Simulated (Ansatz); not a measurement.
# C₂H₄BNS: basis-set convergence

One table from this session's results is given with a row withheld; the runs are named, their logs left out.

Computed with Ansatz 0.2.0, Gaussian basis. Level: one geometry, several basis sets.

The runs, in order: PBE0-D4/def2-SVP; ωB97M-V/def2-SVP; PBE0-D4/def2-QZVPP; ωB97M-V/def2-QZVPP; the functionals' def2-TZVPP values are taken from earlier runs.

## The relaxed structure

An earlier PBE0-D4 in a triple-zeta def2 set relaxation fixed the geometry.

SMILES `S/C=C1/BN1`, 9 atoms, charge 0, spin multiplicity 1.

Atoms are counted from 1 here; the program's logs count them from 0.

Bond lengths: S1–C2 1.763 Å, S1–H6 1.347 Å, C2–C3 1.327 Å, C2–H7 1.082 Å, C3–B4 1.512 Å, C3–N5 1.392 Å, B4–N5 1.369 Å, B4–H8 1.181 Å, N5–H9 1.007 Å. Angles: C2–S1–H6 98.9°, S1–C2–C3 120.9°, S1–C2–H7 118.7°, C3–C2–H7 120.2°, C2–C3–B4 166.9°, C2–C3–N5 137.1°, B4–C3–N5 56.1°, C3–B4–N5 57.5°, C3–B4–H8 158.4°, N5–B4–H8 144.1°, C3–N5–B4 66.4°, C3–N5–H9 135.4°, B4–N5–H9 158.2°.

Coordinates:

```
S    -0.8927    1.0538    1.8148
C     0.4480    0.8262    0.6935
C     0.4265   -0.1501   -0.2046
B     0.7234   -1.1544   -1.2954
N    -0.4684   -1.1315   -0.6215
H    -1.4096    2.1827    1.2933
H     1.3301    1.4422    0.8069
H     1.3327   -1.7068   -2.1424
H    -1.4014   -1.4083   -0.3618
```

Set-up of the first run:

The input, in.yaml:

```yaml
crystal:
  periodic: [false, false, false]
  atoms:
    - {symbol: S, position_ang: [-0.892683, 1.053793, 1.814770]}
    - {symbol: C, position_ang: [0.448024, 0.826201, 0.693511]}
    - {symbol: C, position_ang: [0.426486, -0.150129, -0.204559]}
    - {symbol: B, position_ang: [0.723374, -1.154381, -1.295408]}
    - {symbol: N, position_ang: [-0.468435, -1.131470, -0.621459]}
    - {symbol: H, position_ang: [-1.409585, 2.182705, 1.293329]}
    - {symbol: H, position_ang: [1.330121, 1.442215, 0.806892]}
    - {symbol: H, position_ang: [1.332675, -1.706848, -2.142365]}
    - {symbol: H, position_ang: [-1.401376, -1.408287, -0.361813]}
basis:
  gaussian: {orbitals: def2-SVP}
hamiltonian: {xc: pbe0, dispersion: d4}
output: {orbitals: {seedname: orbitals}}
```

Launch:

```sh
ansatz run in.yaml --threads 2 --pin off --events-out ev --progress --plain --max-ram 4352MiB
```

Among the steps run: PBE0-D4 in def2-SVP; ωB97M-V in def2-SVP; PBE0-D4 in def2-QZVPP; ωB97M-V in def2-QZVPP.

One table of the session follows, with a row left open; its other results are not shown here.

It belongs to the step «Functionals by basis». 

```
functional       basis  HOMO (eV)
   PBE0-D4    def2-SVP      -6.21
   PBE0-D4  def2-TZVPP      -6.34
   PBE0-D4  def2-QZVPP      -6.37
   ωB97M-V    def2-SVP      -8.34
   ωB97M-V  def2-TZVPP          ?
   ωB97M-V  def2-QZVPP      -8.51
```

Q: Estimate the row for ωB97M-V, def2-TZVPP from the others.

As computed: HOMO (eV): -8.47. In the column «HOMO (eV)» it lies between ωB97M-V, def2-QZVPP (-8.51) and ωB97M-V, def2-SVP (-8.34).
